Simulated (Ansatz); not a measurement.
**HgTe: a single-point run**

Aim: a sound single-point run of HgTe. The structure is shown as the input types it. The cell is built on a prototype (CsCl type) and needn't be the phase found in nature.

Method: density functional or hybrid calculation with the settings of its input, plane waves (as first typed), in Ansatz 0.2.0.

5 further runs of the same task are left out: 5 that didn't finish.

### 1 The system as given

The structure is cubic, space group Pm-3m (No. 221). Conventional cell: a = 3.790 Å, b = 3.790 Å, c = 3.790 Å, α = 90.00°, β = 90.00°, γ = 90.00°. Hg (site symmetry m-3m) has 8 Te at 3.28 Å as nearest neighbours. Te (site symmetry m-3m) has 8 Hg at 3.28 Å as nearest neighbours.

As a file:

```cif
data_structure
_symmetry_space_group_name_H-M 'Pm-3m'
_symmetry_Int_Tables_number 221
_cell_length_a 3.7903
_cell_length_b 3.7903
_cell_length_c 3.7903
_cell_angle_alpha 90.000
_cell_angle_beta 90.000
_cell_angle_gamma 90.000
_cell_volume 54.45
loop_
_atom_site_label
_atom_site_type_symbol
_atom_site_symmetry_multiplicity
_atom_site_Wyckoff_symbol
_atom_site_fract_x
_atom_site_fract_y
_atom_site_fract_z
_atom_site_occupancy
Hg1 Hg 1 a 0.00000 0.00000 0.00000 1
Te1 Te 1 b 0.50000 0.50000 0.50000 1
```

### 2 Input and run

File input.yaml:

```yaml
crystal:
  lattice:
    - [3.7903382949, 0.0, 0.0]
    - [0.0, 3.7903382949, 0.0]
    - [0.0, 0.0, 3.7903382949]
  atoms:
    - { symbol: Hg, position: [0.0, 0.0, 0.0] }
    - { symbol: Te, position: [0.5, 0.5, 0.5] }
kpoints:
  mp_grid: { grid: [4, 4, 4] }
hamiltonian:
  xc: r2scan
scf:
  occupations: { method: fermi_dirac, width: 0.02 }
  n_extra_bands: 4
  max_iter: 50
output:
  forces: true
  stress: true
  eigenvalues: true
basis:
  ecutrho_ratio: 1
```

Command:

```bash
ansatz run input.yaml --threads 4 --pin off --max-ram 3686MiB --backend cpu --events-out ev --progress --plain --runs-dir out
```

**Question.** How will this run end, and is anything wrong with its input?

This run ends as converged, with warnings (cutoff below recommended). Its log warns: «basis.ecutrho_ratio = 1 (ecutrho = 500 eV) is below the records' recommended 2000 eV»

The suspect setting: basis.ecutrho_ratio is 1. The density grid can't hold the products of the orbitals.

To check: delete basis.ecutrho_ratio (the default then holds).
